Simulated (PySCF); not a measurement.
# OsCl3 (quartet): spin, charge, geometry and surroundings

Aim: change spin, charge, geometry, field or solvent of OsCl3 (quartet), one at a time, and compare with the base run.

Method: each script names its method and basis; program: PySCF 2.14.0.

1 further run of the same task is left out (it didn't finish). Runs told in other sessions of the task aren't counted.

### 1 The system as given

OsCl3 (quartet): 4 atoms, charge 0, spin multiplicity 4.

Bond lengths: Os1–Cl2 2.231 Å, Os1–Cl3 2.228 Å, Os1–Cl4 2.240 Å. Angles: Cl2–Os1–Cl3 96.0°, Cl2–Os1–Cl4 133.1°, Cl3–Os1–Cl4 130.9°.

### 2 Base script

Contents of input.py:

```python
from pyscf import gto, scf, mp

mol = gto.M(
    atom='Os -0.1251 0 0.0236; Cl 0.3817 0 2.1961; Cl 1.9794 0 -0.7064; Cl -2.0657 0 -1.0959',
    basis='sbkjc',
    ecp={'Os': 'sbkjc', 'Cl': 'sbkjc'},
    charge=0,
    spin=3,
    verbose=3,
)
mf = scf.UHF(mol)
mf.level_shift = 0.3
mf = mf.newton()
mf.kernel()
mp.MP2(mf).kernel()
mf.dip_moment()
print('orbital energies (hartree):', [e[max(0, n-3):n+3].round(4) for e, n in zip(mf.mo_energy, mol.nelec)])
```

The run is started by

```bash
$ OMP_NUM_THREADS=1 python input.py
```

The log of this run is left out.

### 3 Coordinates × 0.8

Run 1 changes geometry: coordinates × 1 → coordinates × 0.8.

Changes to input.py since step 2:

```diff
@@ -3,3 +3,3 @@
 mol = gto.M(
-    atom='Os -0.1251 0 0.0236; Cl 0.3817 0 2.1961; Cl 1.9794 0 -0.7064; Cl -2.0657 0 -1.0959',
+    atom='Os -0.1001 0 0.0189; Cl 0.3054 0 1.7569; Cl 1.5835 0 -0.5651; Cl -1.6526 0 -0.8767',
     basis='sbkjc',
```

### 4 Coordinates × 1.25

Run 2 changes geometry: coordinates × 1 → coordinates × 1.25.

Changes to input.py since step 2:

```diff
@@ -3,3 +3,3 @@
 mol = gto.M(
-    atom='Os -0.1251 0 0.0236; Cl 0.3817 0 2.1961; Cl 1.9794 0 -0.7064; Cl -2.0657 0 -1.0959',
+    atom='Os -0.1564 0 0.0295; Cl 0.4771 0 2.7451; Cl 2.4743 0 -0.883; Cl -2.5821 0 -1.3699',
     basis='sbkjc',
```

### 5 Coordinates × 0.97

Run 3 changes geometry: coordinates × 1 → coordinates × 0.97.

Changes to input.py since step 2:

```diff
@@ -3,3 +3,3 @@
 mol = gto.M(
-    atom='Os -0.1251 0 0.0236; Cl 0.3817 0 2.1961; Cl 1.9794 0 -0.7064; Cl -2.0657 0 -1.0959',
+    atom='Os -0.1213 0 0.0229; Cl 0.3702 0 2.1302; Cl 1.92 0 -0.6852; Cl -2.0037 0 -1.063',
     basis='sbkjc',
```

**Question.** What will these runs give? Wanted: for each run, E(SCF); from base; SCF dipole; after the SCF.

As calculated:

```
               run  E(SCF) (hartree)  from base (eV)  SCF dipole (D)              after the SCF
              base       -134.464013               0            1.89  MP2 correlation -7.196 eV
 coordinates × 0.8       -133.783006        +18.5312            1.11  MP2 correlation -7.911 eV
coordinates × 1.25       -134.476819         -0.3485            7.63  MP2 correlation -5.134 eV
coordinates × 0.97       -134.437436         +0.7232            1.75  MP2 correlation -7.288 eV
```

The largest comparable shift of the SCF energy, +18.531 eV, comes with the run “coordinates × 0.8”.
